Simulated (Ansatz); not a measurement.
# C₂H₉NOSi: up Jacob's ladder to CCSD(T)

One table from this session's results is given with a row withheld; the runs are named, their logs left out.

Computed with Ansatz 0.2.0, Gaussian basis. Level: functionals in def2-TZVPP, the program's frozen cores in correlated methods.

The runs, in order: LDA (SPW92), PBE-D4, revPBE-D4, BLYP-D4, r2SCAN-D4, B97M-V, PBE0-D4, B3LYP-D4, r2SCANh-D4, r2SCAN0-D4, HSE06-D4, BHLYP-D4, CAM-B3LYP-D4, LC-ωPBE, ωB97X-V, ωB97M-V, B2PLYP, PBE-QIDH; CCSD(T)/def2-SVP; CCSD(T)/def2-TZVPP; MP2/def2-QZVPP; extrapolation to the limit; RPA on PBE.

## The geometry

An earlier PBE0-D4 in a triple-zeta def2 set relaxation fixed the geometry.

SMILES `C[Si](C)(N)O`, 14 atoms, charge 0, spin multiplicity 1.

Atoms are counted from 1 here; the program's logs count them from 0.

Bond lengths: C1–Si2 1.865 Å, C1–H6 1.093 Å, C1–H7 1.094 Å, C1–H8 1.094 Å, Si2–C3 1.865 Å, Si2–N4 1.713 Å, Si2–O5 1.661 Å, C3–H9 1.094 Å, C3–H10 1.093 Å, C3–H11 1.094 Å, N4–H12 1.008 Å, N4–H13 1.008 Å, O5–H14 0.958 Å. Angles: Si2–C1–H6 111.1°, Si2–C1–H7 110.9°, Si2–C1–H8 111.3°, H6–C1–H7 108.1°, H6–C1–H8 107.9°, H7–C1–H8 107.4°, C1–Si2–C3 111.9°, C1–Si2–N4 108.3°, C1–Si2–O5 109.4°, C3–Si2–N4 108.3°, C3–Si2–O5 109.4°, N4–Si2–O5 109.5°, Si2–C3–H9 111.3°, Si2–C3–H10 111.1°, Si2–C3–H11 110.9°, H9–C3–H10 107.9°, H9–C3–H11 107.4°, H10–C3–H11 108.1° and more.

The first run:

in.yaml

```yaml
crystal:
  periodic: [false, false, false]
  atoms:
    - {symbol: C, position_ang: [-1.239344, 0.440640, -1.102751]}
    - {symbol: Si, position_ang: [0.268814, 0.142982, -0.047140]}
    - {symbol: C, position_ang: [0.147996, -1.456319, 0.904176]}
    - {symbol: N, position_ang: [0.401584, 1.428386, 1.076854]}
    - {symbol: O, position_ang: [1.620051, 0.109598, -1.013143]}
    - {symbol: H, position_ang: [-2.148794, 0.444308, -0.497362]}
    - {symbol: H, position_ang: [-1.170358, 1.402494, -1.618401]}
    - {symbol: H, position_ang: [-1.347834, -0.333399, -1.867758]}
    - {symbol: H, position_ang: [0.102859, -2.316616, 0.230400]}
    - {symbol: H, position_ang: [-0.745873, -1.474117, 1.532098]}
    - {symbol: H, position_ang: [1.019908, -1.592330, 1.550007]}
    - {symbol: H, position_ang: [1.076809, 1.363902, 1.822368]}
    - {symbol: H, position_ang: [0.337158, 2.379123, 0.748373]}
    - {symbol: H, position_ang: [1.664225, -0.568052, -1.688821]}
basis:
  gaussian: {orbitals: def2-TZVPP}
hamiltonian: {xc: lda}
output: {orbitals: {seedname: orbitals}}
```

Command:

```sh
$ ansatz run in.yaml --threads 4 --pin off --events-out ev --progress --plain --max-ram 10444MiB
```

Steps of the session up to this table: LDA; PBE-D4 (GGA); revPBE-D4 (GGA); BLYP-D4 (GGA); r2SCAN-D4 (meta-GGA); B97M-V (meta-GGA); PBE0-D4 (hybrid); B3LYP-D4 (hybrid); r2SCANh-D4 (hybrid); r2SCAN0-D4 (hybrid); HSE06-D4 (hybrid); BHLYP-D4 (hybrid); CAM-B3LYP-D4 (range-separated); LC-ωPBE (range-separated); ωB97X-V (range-separated); ωB97M-V (range-separated); B2PLYP (double hybrid); PBE-QIDH (double hybrid).

One of the session's tables, all rows but one given; the rest of the session is left out.

It belongs to the step «Frontier levels by functional». 

| functional | HOMO (eV) | LUMO (eV) | gap (eV) |
| --- | --- | --- | --- |
| LDA (SPW92) | ? | ? | ? |
| PBE-D4 | -5.98 | -0.08 | 5.90 |
| revPBE-D4 | -5.91 | 0.00 | 5.91 |
| BLYP-D4 | -5.86 | -0.12 | 5.74 |
| r2SCAN-D4 | -6.28 | 0.67 | 6.95 |
| B97M-V | -6.38 | 0.09 | 6.47 |
| PBE0-D4 | -7.46 | 0.72 | 8.19 |
| B3LYP-D4 | -7.21 | 0.36 | 7.57 |
| r2SCANh-D4 | -6.84 | 0.90 | 7.74 |
| r2SCAN0-D4 | -7.69 | 1.22 | 8.90 |
| HSE06-D4 | -7.05 | 0.36 | 7.41 |
| BHLYP-D4 | -8.87 | 1.28 | 10.15 |
| CAM-B3LYP-D4 | -8.94 | 1.44 | 10.38 |
| LC-ωPBE | -10.39 | 2.77 | 13.16 |
| ωB97X-V | -10.00 | 2.53 | 12.54 |
| ωB97M-V | -9.92 | 2.08 | 12.00 |

Estimate the missing values for LDA (SPW92).

The run gave: HOMO (eV): -6.14; LUMO (eV): -0.21; gap (eV): 5.92. In the column «HOMO (eV)» it lies between r2SCAN-D4 (-6.28) and PBE-D4 (-5.98).
